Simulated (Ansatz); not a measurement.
# B3As2N: the band gap up the ladder of functionals

The task here is to estimate one member of a computed series from the others.

The runs shown are made with Ansatz 0.2.0. PAW datasets, plane waves. These are computed values for a spin-unpolarised cell that may be hypothetical; none is a measurement.

### The structure to begin with

The cell was relaxed beforehand with r2SCAN.

The symmetry is I-4m2 (No. 119, tetragonal); a = 3.141 Å, c = 13.282 Å in the conventional setting, 10.92 Å³ an atom. Around N lie 4 B at 1.78 Å; around B lie 2 N at 1.78 Å and 2 As at 2.00 Å; around As lie 4 B at 1.99–2.00 Å; around B lie 4 As at 1.99 Å.

As a file:

```cif
data_structure
_symmetry_space_group_name_H-M 'I-4m2'
_symmetry_Int_Tables_number 119
_cell_length_a 3.1412
_cell_length_b 3.1412
_cell_length_c 13.2819
_cell_angle_alpha 90.000
_cell_angle_beta 90.000
_cell_angle_gamma 90.000
_cell_volume 131.05
loop_
_atom_site_label
_atom_site_type_symbol
_atom_site_symmetry_multiplicity
_atom_site_Wyckoff_symbol
_atom_site_fract_x
_atom_site_fract_y
_atom_site_fract_z
_atom_site_occupancy
N1 N 2 a 0.00000 0.00000 0.00000 1
B1 B 4 f 0.00000 0.50000 0.06370 1
As1 As 4 e 0.50000 0.50000 0.15747 1
B2 B 2 d 0.50000 0.00000 0.25000 1
```

The first run:

Input file input.yaml:

```yaml
crystal:
  lattice:
    - [-1.5705983282, 1.5705983282, 6.6409477669]
    - [1.5705983282, -1.5705983282, 6.6409477669]
    - [1.5705983282, 1.5705983282, -6.6409477669]
  atoms:
    - { symbol: "N", position: [0.0, 0.0, 0.0] }
    - { symbol: B, position: [0.5637044461, 0.0637044461, 0.5] }
    - { symbol: As, position: [0.6574701365, 0.6574701365, 0.0] }
    - { symbol: B, position: [0.25, 0.75, 0.5] }
    - { symbol: As, position: [0.3425298635, 0.3425298635, 0.0] }
    - { symbol: B, position: [0.9362955539, 0.4362955539, 0.5] }
kpoints:
  mp_grid: { grid: [12, 12, 12] }
  band_path:
    path:
      - [[0.0, 0.0, 0.0], [1.58181298225e-17, -1.58181298225e-17, 0.5], [0.25, 0.25, 0.25], [1.57169051925e-17, 0.5, -1.57169051925e-17], [0.0, 0.0, 0.0], [0.5, 0.5, -0.5], [0.2639833150166, 0.7360166849834, -0.2639833150166]]
      - [[-0.2639833150166, 0.2639833150166, 0.2639833150166], [0.0, 0.0, 0.0]]
      - [[1.58181298225e-17, -1.58181298225e-17, 0.5], [-0.02796663003329, 0.02796663003329, 0.5]]
      - [[0.5, 0.5, -0.02796663003329], [0.5, 0.5, -0.5]]
    npoints: 10
hamiltonian:
  xc: pbe
scf:
  occupations: { method: fermi_dirac, width: 0.02 }
  n_extra_bands: 5
output:
  forces: true
  stress: true
  eigenvalues: true
```

Launch:

```console
$ ansatz run input.yaml --threads 4 --pin off --max-ram 6451MiB --backend cpu --events-out ev --progress --plain --runs-dir out
```

Among the steps run: PBE bands along the symmetry lines; r2SCAN at the same geometry; HSE06; Single point with PBE+SOC; PBE0.

One of the session's tables, all rows but one given; the rest of the session is left out.

| level | gap (eV) |
| --- | --- |
| PBE | 0.18 |
| r2SCAN | 0.38 |
| HSE06 | 0.92 |
| PBE+SOC | ? |
| PBE0 | 1.61 |

Q: Estimate the row for PBE+SOC from the others.

As computed: gap (eV): 0.10. In the column «gap (eV)» it is the lowest.

Meshes: PBE 12×12×12, r2SCAN 12×12×12, HSE06 6×6×6, PBE+SOC 12×12×12, PBE0 6×6×6

In words: The gap runs from 0.10 eV (PBE+SOC) to 1.61 eV (PBE0). Against HSE06, PBE is short by 0.74 eV, at 19 % of it, and r2SCAN 41 %. PBE0 lies 0.69 eV above HSE06, which differs from it by screening the long-range exchange.

Limits of these values: Warnings in the runs' records: stress exchange threshold loose, stress scf threshold loose.
